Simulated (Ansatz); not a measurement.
**Eu: how the settings move a single-point run**

Aim: see which settings change the result for Eu, by how much, and at what cost.

Method: reference: DFT, PBEsol, PAW with Ansatz's default frozen-core files, scalar-relativistic, in Ansatz 0.2.0.

### Step 1. The starting structure

The structure is cubic, space group Fm-3m (No. 225). Conventional cell: a = 5.579 Å, b = 5.579 Å, c = 5.579 Å, α = 90.00°, β = 90.00°, γ = 90.00°. Eu (site symmetry m-3m) has 12 Eu at 3.94 Å in its first shell of neighbours.

As a file:

```
CELL_PARAMETERS angstrom
0.00000 2.78930 2.78930
2.78930 0.00000 2.78930
2.78930 2.78930 0.00000
ATOMIC_POSITIONS crystal
Eu 0.00000 0.00000 0.00000
```

### Step 2. The reference run

input.yaml

```yaml
crystal:
  lattice:
    - [0.0, 2.7893026914, 2.7893026914]
    - [2.7893026914, 0.0, 2.7893026914]
    - [2.7893026914, 2.7893026914, 0.0]
  atoms:
    - { symbol: Eu, position: [0.0, 0.0, 0.0], spin: 7.2, spin_axis: [1.0, 0.0, 0.0] }
magnetization:
  noncollinear: true
  spin_spiral: { q: [0.0, 0.0, 0.0] }
kpoints:
  mp_grid: { grid: [10, 10, 10] }
scf:
  occupations: { method: fermi_dirac, width: 0.08 }
hamiltonian:
  xc: pbesol
  pseudopotentials: { kind: paw }
output:
  eigenvalues: false
```

Command:

```console
$ ansatz run input.yaml --threads 2 --pin off --max-ram 5120MiB --backend cpu --events-out ev --progress --plain --runs-dir out
```

The main lines of its log:

```text
[...]
Basis set: ecut = 420 eV, 869 PW (Γ)
[...]
k-points: 47 of 1000
[...]
SCF iter   1: F=—  HF=-8662.623305 eV  |F-HF|=—  |Δ(HF+E_count)|=         —  Δρ=5.34e-1  dr2=2.52e0  dr2_m=2.84e1  ethr=3.10e-3  |M|=8.06e0 ∫|m|=8.06e0 μB  |m|>n=0.0e0 m-floor=0.0e0 τ_xc=9.3e-14 mc-row=0.0e0  β_m=1.00  ⟨swp⟩=4.6  Hψ=4400  notcnv=0
preconditioner: auto → Kerker (q_TF=auto, 2.334 Å⁻¹)  [metal: Δε(μ)=0.036 eV  Ē_g=9.999 eV  σ=0.080 eV  W_gap=0.11  n_scr=14 (ndim 8)  ℏωp=21.8 eV  f_vac=0.000  D(μ)=1.51/eV (n_scr^D=14)]
[...]
SCF iter   2: F=—  HF=-8656.625141 eV  |F-HF|=—  |Δ(HF+E_count)|=    6.00e0  Δρ=6.35e-2  dr2=3.58e-1  dr2_m=4.00e-1  ethr=3.10e-3  |M|=7.81e0 ∫|m|=7.81e0 μB  |m|>n=2.9e-3 m-floor=2.9e-3 τ_xc=1.7e-10 mc-row=2.9e-3  β_m=1.00  ⟨swp⟩=4.2  Hψ=4205  notcnv=0
[...]
SCF converged after 18 iterations
Magnetization: |M| = 7.4855 μB,  M = (+7.4855, +0.0000, +0.0000) μB
[...]
Free energy (F): -8664.416518 eV
[...]
E sigma→0 (E₀):  -8664.396253 eV
[...]
Fermi energy:    8.620792 eV
[...]
SCF iter   1: F=—  HF=-8664.416518 eV  |F-HF|=—  |Δ(HF+E_count)|=         —  Δρ=9.35e-6  dr2=2.67e-8  dr2_m=8.70e-9  ethr=5.64e-9  |M|=7.49e0 ∫|m|=7.49e0 μB  |m|>n=0.0e0 m-floor=0.0e0 τ_xc=8.7e-9 mc-row=0.0e0  β_m=0.30  ⟨swp⟩=3.7  Hψ=10695  notcnv=0
[...]
SCF iter   2: F=-8664.416517 eV  HF=-8664.416518 eV  |F-HF|=4.33e-8  |Δ(HF+E_count)|=   2.24e-9  Δρ=1.17e-5  dr2=5.03e-8  dr2_m=1.28e-8  ethr=1.57e-10  |M|=7.49e0 ∫|m|=7.49e0 μB  |m|>n=0.0e0 m-floor=0.0e0 τ_xc=2.3e-9 mc-row=0.0e0  ⟨swp⟩=3.2  Hψ=3049  notcnv=0
[...]
SCF converged after 20 iterations (18 of them on 26 bands)
Magnetization: |M| = 7.4856 μB,  M = (+7.4856, +0.0000, +0.0000) μB
[...]
Free energy (F): -8664.416517 eV
[...]
E sigma→0 (E₀):  -8664.396262 eV
[...]
Fermi energy:    8.620709 eV
[...]
```

It took 9.7 s on 2 threads of Intel Xeon 6975P-C (Granite Rapids), shared host; peak memory 0.47 GiB.

### Step 3. Changing settings: mp_grid.grid [5, 5, 5]

input.yaml, as its differences from that of step 2:

```diff
@@ -11,3 +11,3 @@
 kpoints:
-  mp_grid: { grid: [10, 10, 10] }
+  mp_grid: { grid: [5, 5, 5] }
 scf:
```

Command:

```console
$ ansatz run input.yaml --threads 2 --pin off --max-ram 5120MiB --backend cpu --events-out ev --progress --plain --runs-dir out
```

Log (excerpt; [...] marks lines left out):

```text
settings of this run that can trade accuracy for cost: output.eigenvalues: false. Do not mix this run's numbers with those of runs without the same settings; the input reference describes each key
band count auto-derived: 32, from the close of a first SCF at 26 (N_el = 17.0; filled up to band 17; 26 by the electrons, moments and atoms)
[...]
Pseudopotentials: kind: paw
Pseudopotential: Eu, paw, valence charge 17, recommended cutoff 420 eV (normal)
Functional definition: PBEsol
[...]
Crystal: 1 atoms, lattice volume = 43.403 Å³
Basis set: ecut = 420 eV, 869 PW (Γ)
Bands: 26, of which v1, the nominal top of the filled ones, is band 17 counted from 1 (16 counted from 0)
Symmetry: 48 space group operations
k-points: 10 of 125
Spin spiral: q = (0, 0, 0) of the reciprocal vectors; moments are told in the frame that turns with it, a site's in that at the site
[...]
Starting moments: Σ|m| = 7.2 μB on 1 of 1 site
[...]
SCF iter   1: F=—  HF=-8662.617898 eV  |F-HF|=—  |Δ(HF+E_count)|=         —  Δρ=5.34e-1  dr2=2.50e0  dr2_m=2.84e1  ethr=3.10e-3  |M|=8.01e0 ∫|m|=8.01e0 μB  |m|>n=0.0e0 m-floor=0.0e0 τ_xc=9.3e-14 mc-row=0.0e0  β_m=1.00  ⟨swp⟩=4.7  Hψ=931  notcnv=0
[...]
spin=Noncollinear: Kerker preconditioning applied to the charge; magnetization (m_x, m_y, m_z) channels mix plain (no charge-response kernel on spin).
[...]
SCF converged after 21 iterations
Magnetization: |M| = 7.3403 μB,  M = (+7.3403, +0.0000, +0.0000) μB
Absolute magnetization: 7.3403 μB (∫|m|, with the PAW one-centre terms)
  site 0: m = (+7.0879, +0.0000, +0.0000) μB, |m| = 7.0879 μB  (R = 1.63 Å)
Free energy (F): -8664.405666 eV
[...]
E sigma→0 (E₀):  -8664.386000 eV
Entropy (-TS):   -0.039332 eV (-39.332 meV/atom)
Fermi energy:    8.662144 eV
[...]
Bands: 32, of which v1, the nominal top of the filled ones, is band 17 counted from 1 (16 counted from 0)
Spin spiral: q = (0, 0, 0) of the reciprocal vectors; moments are told in the frame that turns with it, a site's in that at the site
[...]
Starting moments: Σ|m| = 7.2 μB on 1 of 1 site; this step starts from the density that it was given
[...]
SCF iter   3: F=-8664.405666 eV  HF=-8664.405666 eV  |F-HF|=2.07e-8  |Δ(HF+E_count)|=   1.68e-8  Δρ=6.79e-6  dr2=7.59e-9  dr2_m=4.58e-9  ethr=3.27e-10  |M|=7.34e0 ∫|m|=7.34e0 μB  |m|>n=0.0e0 m-floor=0.0e0 τ_xc=1.4e-8 mc-row=0.0e0  ⟨swp⟩=1.2  Hψ=778  notcnv=0
[...]
SCF converged after 24 iterations (21 of them on 26 bands)
Magnetization: |M| = 7.3402 μB,  M = (+7.3402, +0.0000, +0.0000) μB
Absolute magnetization: 7.3402 μB (∫|m|, with the PAW one-centre terms)
  site 0: m = (+7.0878, +0.0000, +0.0000) μB, |m| = 7.0878 μB  (R = 1.63 Å)
Free energy (F): -8664.405666 eV
[...]
E sigma→0 (E₀):  -8664.385996 eV
Entropy (-TS):   -0.039339 eV (-39.339 meV/atom)
Fermi energy:    8.662154 eV
[...]
settings of this run that can trade accuracy for cost: output.eigenvalues: false. Do not mix this run's numbers with those of runs without the same settings; the input reference describes each key
```

Wall time 3.6 s (2 threads of Intel Xeon 6975P-C (Granite Rapids), shared host); peak memory 0.35 GiB.

Changing the k-point mesh moves the energy by +10.9 meV/atom, and the absolute moment goes from 7.49 to 7.34 μB. The energy is not variational in the mesh, so the sign tells nothing. Cost: 24 SCF cycles against 20, 3.6 s against 9.7 s. The variant is not converged in its settings.

### Step 4. All runs together

| run | ending | energy change | abs. moment (μB) | cycles | time |
| --- | --- | --- | --- | --- | --- |
| reference | converged | 0 | 7.49 | 20 | 9.7 s |
| 1: mp_grid.grid [5, 5, 5] | converged | +10.9 meV/atom | 7.34 | 24 | 3.6 s |

Residual by cycle in the longest SCF loop of each run; runs are numbered as in the table. The quantity is the density residual dr2, in eV.

| cycle | reference | run 1 |
| --- | --- | --- |
| 1 | 2.52 | 2.5 |
| 3 | 0.0143 | 0.0149 |
| 5 | 0.091 | 0.0354 |
| 6 | 0.144 | 0.11 |
| 8 | 0.0412 | 0.0128 |
| 10 | 2.2e-5 | 6.5e-5 |
| 12 | 1.7e-4 | 5.0e-4 |
| 14 | 3.7e-7 | 1.5e-6 |
| 16 | 1.7e-5 | 8.1e-6 |
| 17 | 2.2e-5 | 4.6e-4 |
| 19 | - | 5.9e-6 |
| 21 | - | 5.4e-8 |

What this shows: Changing the k-point mesh moves the energy by +10.9 meV/atom, and the absolute moment goes from 7.49 to 7.34 μB. Sampling errors of the energy have no fixed sign. Cost: 24 SCF cycles against 20, 3.6 s against 9.7 s.
